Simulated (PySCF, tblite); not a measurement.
# C₈H₅ radical: geometry, infrared bands and EPR parameters

Aim: predict the infrared bands and EPR parameters of C₈H₅ radical (`C#Cc1cc[c]cc1`).

Programs: tblite 0.8.0 and PySCF 2.14.0, with density-fitted response routines of our own. Each step states its level of theory. These are calculated values for one molecule in the gas phase, unless marked as measured. Atoms are numbered from 0 throughout.

**1. Starting geometry**

13 atoms, charge 0, multiplicity 2; geometry from: force field or distance geometry start.

Bonds of the start (Å): C0–C1 1.21, C1–C2 1.42, C2–C3 1.41, C3–C4 1.40, C4–C5 1.39, C5–C6 1.39, C6–C7 1.40, C7–C2 1.39, C0–H8 1.06, C3–H9 1.08, C4–H10 1.09, C6–H11 1.09, C7–H12 1.08.

**2. Optimising the geometry with GFN2-xTB**

What the job is given:

```
{"job": {"kind": "relax", "xc": "GFN2-xTB", "basis": "xTB"}, "charge": 0, "multiplicity": 2}
C      3.103500    -0.039800    -0.323900
C      1.895700    -0.018300    -0.208800
C      0.486800    -0.009500    -0.048000
C     -0.221800     1.208500    -0.147700
C     -1.611100     1.213500     0.012800
C     -2.304400     0.026500     0.234200
C     -1.604500    -1.174300     0.321000
C     -0.210100    -1.191500     0.185200
H      4.159200    -0.052800    -0.431800
H      0.305600     2.131400    -0.315200
H     -2.162100     2.147900    -0.063400
H     -2.154500    -2.102100     0.507100
H      0.313100    -2.139000     0.260900
```

On the command line:

```
OMP_NUM_THREADS=1 python probes_run.py task.json out
```

The driver reads the jobs from task.json and runs them one after another.

**Question.** This job is followed by: GFN2-xTB harmonic vibrations, gas phase; UKS B3LYP, pcH-1 on C H, non-relativistic, mean-field spin-orbit, GIAO. What will the session give for the following? strongest single infrared mode (GFN2-xTB); zero-point energy (GFN2-xTB); g(iso) (B3LYP); ⟨S²⟩; largest a(iso) (averaged by class); potential on the surface of density 0.002 e/bohr³, 1st and 99th percentile.

As calculated:

| quantity | value |
| --- | --- |
| strongest single infrared mode (GFN2-xTB) | 3077 cm⁻¹, 73 km/mol |
| zero-point energy (GFN2-xTB) | 58.4 kcal/mol |
| g(iso) (B3LYP) | 2.00224 |
| ⟨S²⟩ | 0.758 (exact 0.75) |
| largest a(iso) (averaged by class) | 13C on C5, 405.5 MHz |
| potential on the surface of density 0.002 e/bohr³, 1st and 99th percentile | -0.75 V and 1.38 V |

In words: Over 14 steps the energy fell by 0.109 eV; of the close pairs, C5–C6 changed most, 1.393 to 1.364 Å. All 33 modes are real, so the xTB geometry is a minimum. Unscaled tight-binding wavenumbers are off by several per cent, some by more. Its intensities can rank the bands wrongly. Most of the unpaired spin sits on C5 (1.01 e). The isotropic g lies 0.1 ppt below the free-electron value. The conformer search found further structures of the same energy, which may be mirror or relabelled copies of this one.
